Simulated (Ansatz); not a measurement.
**GaH− (quartet): wave-function methods side by side at distance Ga1–H2 = 1.454 Å, aug-cc-pVDZ**

An exercise on one series of results from a longer session: the logs are not shown, and one member is left open.

Method: aug-cc-pVDZ, core rule «outside noble gas», up to 14 orbitals frozen; program: Ansatz 0.2.0, Gaussian basis.

The runs, in order: UHF; CCSD(T) on ROHF; CCSD(T) on UHF; BCCD(T) on ROHF; CISD as a restricted active space (open shells left free, so some higher excitations enter); CCSDT(Q) on ROHF; CCSDT(Q) on UHF; CASSCF and MRCISD+Q, 5 electrons in 5 orbitals; CASSCF and NEVPT2, 5 electrons in 5 orbitals; Full CI.

16 further runs of the same task are left out: 1 for a known fault of the program, 12 that didn't finish, 3 set aside as unsound or not needed. Runs told in other sessions of the task aren't counted.

## The system

The geometry derives from a PBE0/def2-TZVPD stationary point (not a proven minimum). One bond is set to the value named and the two fragments are kept rigid. No spin-orbit coupling is included. The filled d shell of Ga may be among the frozen orbitals whatever the setting's name suggests.

2 atoms, charge -1, spin multiplicity 4.

Atoms are counted from 1 here; the program's logs count them from 0.

Bond lengths: Ga1–H2 1.454 Å.

The first run:

Contents of in.yaml:

```yaml
crystal:
  periodic: [false, false, false]
  atoms:
    - {symbol: Ga, position_ang: [0.000000, 0.000000, 0.000000]}
    - {symbol: H, position_ang: [0.000000, 0.000000, 1.454000]}
basis:
  gaussian: {orbitals: aug-cc-pVDZ}
total_charge: -1
magnetization: {spin_polarized: true, initial_magnetization: 3}
hamiltonian: {xc: hf}
output: {orbitals: {seedname: orbitals}}
```

Launch:

```bash
$ ansatz run in.yaml --threads 1 --pin off --events-out ev --progress --plain --max-ram 2393MiB
```

Steps of the session up to this table: UHF; CCSD(T) on ROHF; CCSD(T) on UHF; BCCD(T) on ROHF; CISD as a restricted active space (open shells left free, so some higher excitations enter); CCSDT(Q) on ROHF; CCSDT(Q) on UHF; CASSCF and MRCISD+Q, 5 electrons in 5 orbitals; CASSCF and NEVPT2, 5 electrons in 5 orbitals; Full CI.

One of the session's tables, all rows but one given; the rest of the session is left out.

| method | from FCI (meV) |
| --- | --- |
| ROHF | +1717.7 |
| UHF | +1683.4 |
| RMP2 | +474.7 |
| UMP2 | +454.6 |
| RCCSD | +61.0 |
| UCCSD | +43.3 |
| RCCSD(T) | +16.0 |
| UCCSD(T) | -1.1 |
| BCCD(T) | +16.1 |
| RCCSDT | -0.4 |
| UCCSDT | -17.5 |
| RCCSDT(Q) | -1.4 |
| UCCSDT(Q) | -18.6 |
| CASSCF valence | ? |
| NEVPT2 valence | +470.3 |
| MRCISD valence | +61.8 |
| MRCISD+Q valence | +0.4 |
| FCI | 0 |

Q: Estimate the row for CASSCF valence from the others.

As computed: from FCI (meV): +1324.3. In the column «from FCI (meV)» it lies between RMP2 (+474.7) and UHF (+1683.4).

Not comparable, so not listed: CISD as a restricted active space (open shells left free, so some higher excitations enter) (they don't share determinant, frozen orbitals or solution with the rows shown, or repeat one).

Limits of these values: UCCSDT, UCCSDT(Q) fall below full CI: unrestricted runs freeze a spin-polarised core, another one than full CI's, and coupled cluster isn't variational. Levels on UHF freeze UHF's core orbitals, full CI those of ROHF, so the U rows can settle a little off it for that reason alone. Restricted and unrestricted rows rest on different reference determinants; a gap between their highest levels can come from leftover correlation error, from unlike frozen cores or from another state.
